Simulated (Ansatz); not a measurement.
**GaC+ (triplet): the correlation ladder, cc-pVTZ**

Aim: climb from Hartree-Fock through coupled cluster and multireference methods for GaC+ (triplet) at one geometry and basis, and see what each rung misses.

The runs use Ansatz 0.2.0, Gaussian basis; cc-pVTZ, core rule «outside noble gas», up to 15 orbitals frozen.

The runs, in order: UHF; CCSD(T) on ROHF; CCSD(T) on UHF; BCCD(T) on ROHF; CISD; CCSDT(Q) on ROHF; CCSDT(Q) on UHF; CASSCF and MRCISD+Q, 6 electrons in 8 orbitals; CASSCF and NEVPT4(SD), 6 electrons in 8 orbitals; CASSCF and NEVPT2, 6 electrons in 8 orbitals.

21 further runs of the same task are left out: 1 for a known fault of the program, 9 that didn't finish, 11 set aside as unsound or not needed.

### Step 1. The system

The geometry is a PBE0/def2-TZVP stationary point (not a proven minimum) of the parent state, kept for this charge and spin. No spin-orbit coupling is included. The filled d shell of Ga may be among the frozen orbitals whatever the setting's name suggests; the logs give the count.

2 atoms, charge 1, spin multiplicity 3.

Atoms are counted from 1 here; the program's logs count them from 0.

Bond lengths: C1–Ga2 1.987 Å.

Geometry (Å):

| atom | x (Å) | y (Å) | z (Å) |
| --- | --- | --- | --- |
| C1 | 0.0000 | 0.0000 | 0.0000 |
| Ga2 | 0.0000 | 0.0000 | 1.9874 |

### Step 2. UHF

File in.yaml:

```yaml
crystal:
  periodic: [false, false, false]
  atoms:
    - {symbol: C, position_ang: [0.000000, 0.000000, 0.000000]}
    - {symbol: Ga, position_ang: [0.000000, 0.000000, 1.987400]}
basis:
  gaussian: {orbitals: cc-pVTZ}
total_charge: 1
magnetization: {spin_polarized: true, initial_magnetization: 2}
hamiltonian: {xc: hf}
output: {orbitals: {seedname: orbitals}}
```

Launch:

```console
ansatz run in.yaml --threads 1 --pin off --events-out ev --progress --plain --max-ram 2393MiB
```

After this run come: CCSD(T) on ROHF; CCSD(T) on UHF; BCCD(T) on ROHF; CISD; CCSDT(Q) on ROHF; CCSDT(Q) on UHF; CASSCF and MRCISD+Q, 6 electrons in 8 orbitals; CASSCF and NEVPT4(SD), 6 electrons in 8 orbitals; CASSCF and NEVPT2, 6 electrons in 8 orbitals.

Before running them: what should the planned runs give, taken together? Wanted: RCCSDT(Q) below the RHF energy; RMP2 from RCCSDT(Q); UMP2 from RCCSDT(Q); RCCSD from RCCSDT(Q); RCCSD(T) from RCCSDT(Q); UCCSD(T) from RCCSDT(Q); UCCSDT(Q) from RCCSDT(Q); NEVPT2 valence from RCCSDT(Q); NEVPT4(SD) valence from RCCSDT(Q).

The runs gave:

```
                         quantity                                                            value
   RCCSDT(Q) below the RHF energy                                                       -4.6189 eV
              RMP2 from RCCSDT(Q)                                                      +1231.5 meV
              UMP2 from RCCSDT(Q)                                                      +1182.3 meV
             RCCSD from RCCSDT(Q)                                                       +293.6 meV
          RCCSD(T) from RCCSDT(Q)                                                        +69.7 meV
          UCCSD(T) from RCCSDT(Q)                                                       +108.3 meV
         UCCSDT(Q) from RCCSDT(Q)                                                         -0.7 meV
    NEVPT2 valence from RCCSDT(Q)                                                       +414.4 meV
NEVPT4(SD) valence from RCCSDT(Q)                                                        +37.4 meV
  MRCISD+Q valence from RCCSDT(Q)                                                         +2.9 meV
levels within 1 kcal/mol (43 meV)  RCCSDT, UCCSDT, UCCSDT(Q), NEVPT4(SD) valence, MRCISD+Q valence
                    T1 diagnostic                                                            0.070
   effectively unpaired electrons                                                             2.29
```

**Reading.** RCCSD(T) misses by +69.7 meV, 1.5 % of the correlation energy. CCSD(T) misses by +69.7 meV on the restricted determinant and by +108.3 meV on the unrestricted one; the two need not hold the same state or core. The occupations show some static correlation. Of the multireference levels listed MRCISD+Q valence comes nearest in total energy (+2.9 meV), which doesn't show that its space is the better one. These misses are within one basis, not against nature; the frozen cores of restricted and unrestricted runs differ, which can shift their rows.
